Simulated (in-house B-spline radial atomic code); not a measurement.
# As⁺: excited configurations

How much energy does it take to promote electrons of As⁺ to other shells? Each configuration is solved by itself and compared with the reference.

The numbers are computed with in-house B-spline radial atomic code version 1 (non-relativistic BLYP, spin-polarised, spherical fractional occupations, point nucleus, basis-set limit), except any that are marked as measured or tabulated.

## Step 1: The atom as given

* element: arsenic (Z = 33)
* charge: +1
* electrons: 32
* configuration: [Ar] 3d10 4s2 4p2
* Hamiltonian: non-relativistic
* nucleus: point

The outer shells:

[Ar] 3d10 4s2 4p2
```
[Ar] core
3d [↑↓][↑↓][↑↓][↑↓][↑↓]
4s [↑↓]
4p [↑ ][↑ ][  ]
```

Where spins are not typed, each open shell is filled with up spins first.

Settings of the run:

```ini
Z = 33
electrons = 32.0
configuration = [Ar] 3d10 4s2 4p2
hamiltonian = nr
method = b88,lyp
spin_polarised = True
```

The reference is known from an earlier run: -2235.568216 hartree in all. Up to eight levels, counted from the top:

```csv
orbital,occupation,energy (eV),<r> (bohr)
3s down,1,-193.08,0.6093
3p up,3,-141.66,0.6221
3p down,3,-141.52,0.6218
3d up,5,-51.247,0.6761
3d down,5,-51.043,0.6731
4s up,1,-23.373,1.901
4s down,1,-21.833,1.903
4p up,2,-13.831,2.302
```

## Step 2: [Ar] 3d10 4s2 4p1 4d1

Settings of the run:

```ini
Z = 33
electrons = 32.0
configuration = [Ar] 3d10 4s2 4p1 4d1
hamiltonian = nr
method = b88,lyp
spin_polarised = True
```

## Step 3: Configuration [Ar] 3d9 4s2 4p2 5s1

Settings of the run:

```ini
Z = 33
electrons = 32.0
configuration = [Ar] 3d9 4s2 4p2 5s1
hamiltonian = nr
method = b88,lyp
spin_polarised = True
```

## Step 4: Configuration 1s2 2s2 2p6 3s2 3p6 3d4,5 4s2 4p3,0

In configurations, two counts after a shell (as in p1,2) give the electrons with spin up and with spin down.

Settings of the run:

```ini
Z = 33
electrons = 32.0
configuration = 1s2 2s2 2p6 3s2 3p6 3d4,5 4s2 4p3,0
hamiltonian = nr
method = b88,lyp
spin_polarised = True
```

## Step 5: Run with 1s2 2s2 2p6 3s2 3p6 3d10 4s1,0 4p1,1 5s0,1

Settings of the run:

```ini
Z = 33
electrons = 32.0
configuration = 1s2 2s2 2p6 3s2 3p6 3d10 4s1,0 4p1,1 5s0,1
hamiltonian = nr
method = b88,lyp
spin_polarised = True
```

## Step 6: Run with 1s2 2s2 2p6 3s2 3p6 3d10 4s2 4p0,1 5s0,1

Settings of the run:

```ini
Z = 33
electrons = 32.0
configuration = 1s2 2s2 2p6 3s2 3p6 3d10 4s2 4p0,1 5s0,1
hamiltonian = nr
method = b88,lyp
spin_polarised = True
```

## Step 7: Configuration 1s2 2s2 2p6 3s2 3p6 3d4,5 4s2 4p2,0 5s1,0

Settings of the run:

```ini
Z = 33
electrons = 32.0
configuration = 1s2 2s2 2p6 3s2 3p6 3d4,5 4s2 4p2,0 5s1,0
hamiltonian = nr
method = b88,lyp
spin_polarised = True
```

## Step 8: Run with 1s2 2s2 2p6 3s2 3p6 3d10 4s2 4p1,1

Settings of the run:

```ini
Z = 33
electrons = 32.0
configuration = 1s2 2s2 2p6 3s2 3p6 3d10 4s2 4p1,1
hamiltonian = nr
method = b88,lyp
spin_polarised = True
```

How far above the reference does each configuration lie (order and size, in eV)?

The runs gave:

| net move | configuration | 2|M_S|+1 | energy above the reference (eV) | largest <r> (bohr) |
| --- | --- | --- | --- | --- |
| same shells, spins typed | 1s2 2s2 2p6 3s2 3p6 3d10 4s2 4p1,1 | 1 | 0.768 | 2.33 |
| 4p → 5s, spins typed | 1s2 2s2 2p6 3s2 3p6 3d10 4s2 4p0,1 5s0,1 | 3 | 9.529 | 4.79 |
| 4p → 4d | [Ar] 3d10 4s2 4p1 4d1 | 3 | 10.818 | 4.04 |
| 4s → 5s, spins typed | 1s2 2s2 2p6 3s2 3p6 3d10 4s1,0 4p1,1 5s0,1 | 1 | 19.712 | 4.76 |
| 3d → 4p, spins typed | 1s2 2s2 2p6 3s2 3p6 3d4,5 4s2 4p3,0 | 3 | 41.678 | 2.15 |
| 3d → 5s | [Ar] 3d9 4s2 4p2 5s1 | 5 | 52.825 | 4.60 |
| 3d → 5s, spins typed | 1s2 2s2 2p6 3s2 3p6 3d4,5 4s2 4p2,0 5s1,0 | 3 | 53.114 | 4.61 |

The lowest of them is same shells, spins typed at 0.768 eV and the highest 3d → 5s, spins typed at 53.114 eV. 3 of them lie more than 60 % above minus the reference's highest level (13.831 eV), in the range where a state can decay by emitting an electron. The reference has 2|M_S|+1 = 3; 3 of the configurations differ from it in spin. These are spherical averages at the typed spins, not spectroscopic levels.
